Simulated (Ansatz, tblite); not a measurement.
# C8H19O3P: one state, many levels

An exercise on one series of results from a longer session: the logs are not shown, and one member is left open.

Program: Ansatz 0.2.0, Gaussian basis. Level of theory: as each input shows. These are calculated values, not measurements.

Levels to be run: GFN1-xTB, GFN2-xTB, PBE-D4/def2-TZVP, r2SCAN-D4/def2-TZVP, r2SCANh-D4/def2-TZVP, LDA/def2-TZVP, PBE-D4/def2-SVP, PBE0-D4/def2-SVP, HF/STO-3G, HF/6-31G, B3LYP-D4/6-31G, MP2/def2-SVP.

4 further runs of the same task are left out: 4 that didn't finish. Runs told in other sessions of the task aren't counted.

### The structure

The singlet was relaxed beforehand with PBE-D4/def2-SVP.

SMILES `CCCCCCCCP(=O)(O)O`, 31 atoms, charge 0, spin multiplicity 1.

Bond lengths: C1–C2 1.531 Å, C1–H13 1.109 Å, C1–H14 1.111 Å, C1–H15 1.109 Å, C2–C3 1.535 Å, C2–H16 1.113 Å, C2–H17 1.112 Å, C3–C4 1.533 Å, C3–H18 1.113 Å, C3–H19 1.114 Å, C4–C5 1.533 Å, C4–H20 1.113 Å, C4–H21 1.113 Å, C5–C6 1.534 Å, C5–H22 1.112 Å, C5–H23 1.115 Å, C6–C7 1.533 Å, C6–H24 1.111 Å and more. Angles: C2–C1–H13 112.1°, C2–C1–H14 111.2°, C2–C1–H15 111.4°, H13–C1–H14 107.3°, H13–C1–H15 107.2°, H14–C1–H15 107.4°, C1–C2–C3 114.6°, C1–C2–H16 109.5°, C1–C2–H17 109.1°, C3–C2–H16 109.0°, C3–C2–H17 108.7°, H16–C2–H17 105.6°, C2–C3–C4 115.0°, C2–C3–H18 108.9°, C2–C3–H19 109.3°, C4–C3–H18 108.7°, C4–C3–H19 109.1°, H18–C3–H19 105.5° and more.

PBE0-D4/def2-TZVP was run before; its log isn't repeated, and its numbers join the tables.

The first run:

Tight binding, by tblite at 300 K electronic temperature and without a spin-polarisation term:

```python
tblite.interface.Calculator('GFN1-xTB', numbers, positions, charge=0, uhf=0).singlepoint()
```

Tight binding, by tblite at 300 K electronic temperature and without a spin-polarisation term:

```python
tblite.interface.Calculator('GFN2-xTB', numbers, positions, charge=0, uhf=0).singlepoint()
```

start.molden holds the orbitals of an earlier run on this state, given as this run's starting guess.

in.yaml

```yaml
crystal:
  periodic: [false, false, false]
  atoms:
    - {symbol: C, position_ang: [3.815066, 0.341576, 1.623752]}
    - {symbol: C, position_ang: [3.810288, -0.375479, 0.271188]}
    - {symbol: C, position_ang: [2.818871, 0.197144, -0.751863]}
    - {symbol: C, position_ang: [1.341974, 0.069370, -0.362898]}
    - {symbol: C, position_ang: [0.386206, 0.581837, -1.446289]}
    - {symbol: C, position_ang: [-1.098526, 0.557422, -1.062007]}
    - {symbol: C, position_ang: [-1.653757, -0.851027, -0.819270]}
    - {symbol: C, position_ang: [-3.172041, -0.923400, -0.599050]}
    - {symbol: P, position_ang: [-3.836440, -0.166926, 0.910926]}
    - {symbol: O, position_ang: [-5.241242, -0.505092, 1.323028]}
    - {symbol: O, position_ang: [-2.693135, -0.586632, 2.022823]}
    - {symbol: O, position_ang: [-3.611314, 1.447912, 0.658882]}
    - {symbol: H, position_ang: [2.838139, 0.258957, 2.142706]}
    - {symbol: H, position_ang: [4.034215, 1.423866, 1.503695]}
    - {symbol: H, position_ang: [4.583404, -0.079858, 2.303276]}
    - {symbol: H, position_ang: [3.589816, -1.456088, 0.424430]}
    - {symbol: H, position_ang: [4.832497, -0.338221, -0.164193]}
    - {symbol: H, position_ang: [2.974889, -0.311724, -1.729176]}
    - {symbol: H, position_ang: [3.057093, 1.270556, -0.933686]}
    - {symbol: H, position_ang: [1.122203, -0.997510, -0.133874]}
    - {symbol: H, position_ang: [1.144290, 0.624562, 0.580956]}
    - {symbol: H, position_ang: [0.669668, 1.625603, -1.706465]}
    - {symbol: H, position_ang: [0.538925, -0.009259, -2.378718]}
    - {symbol: H, position_ang: [-1.258003, 1.183849, -0.158395]}
    - {symbol: H, position_ang: [-1.691830, 1.043786, -1.867323]}
    - {symbol: H, position_ang: [-1.151075, -1.316573, 0.053602]}
    - {symbol: H, position_ang: [-1.410583, -1.491983, -1.695683]}
    - {symbol: H, position_ang: [-3.511484, -1.978592, -0.535865]}
    - {symbol: H, position_ang: [-3.731876, -0.460658, -1.440191]}
    - {symbol: H, position_ang: [-3.134298, -0.693135, 2.888981]}
    - {symbol: H, position_ang: [-4.361960, 1.915707, 1.076721]}
basis:
  gaussian: {orbitals: def2-TZVP, initial_orbitals: start.molden}
hamiltonian: {xc: pbe, dispersion: d4}
scf: {omitted_lower_state_checks: [starts]}
output: {orbitals: {seedname: orbitals}}
```

Command:

```
> ansatz run in.yaml --threads 4 --pin off --events-out ev --progress --plain --max-ram 6963MiB
```

Steps of the session up to this table: PBE-D4/def2-TZVP; r2SCAN-D4/def2-TZVP; r2SCANh-D4/def2-TZVP; LDA/def2-TZVP; PBE-D4/def2-SVP; PBE0-D4/def2-SVP; HF/STO-3G; HF/6-31G; B3LYP-D4/6-31G; MP2/def2-SVP.

One table of the session follows, with a row left open; its other results are not shown here.

It belongs to the step «Binding energy». 

```
               level  binding an atom (eV)
           HF/STO-3G                 3.480
            HF/6-31G                 2.727
         HF/def2-SVP                 3.072
       LDA/def2-TZVP                 4.784
     PBE-D4/def2-SVP                 4.274
    PBE-D4/def2-TZVP                 4.262
 r2SCAN-D4/def2-TZVP                     ?
r2SCANh-D4/def2-TZVP                 4.159
      B3LYP-D4/6-31G                 3.933
    PBE0-D4/def2-SVP                 4.204
   PBE0-D4/def2-TZVP                 4.191
        MP2/def2-SVP                 4.009
```

Estimate the missing values for r2SCAN-D4/def2-TZVP.

As computed: binding an atom (eV): 4.183. In the column «binding an atom (eV)» it lies between r2SCANh-D4/def2-TZVP (4.159) and PBE0-D4/def2-TZVP (4.191).

Limits of these values: Free atoms were run apart at each level; binding is atoms less cluster, divided by the number of atoms, without zero-point or spin-orbit terms.
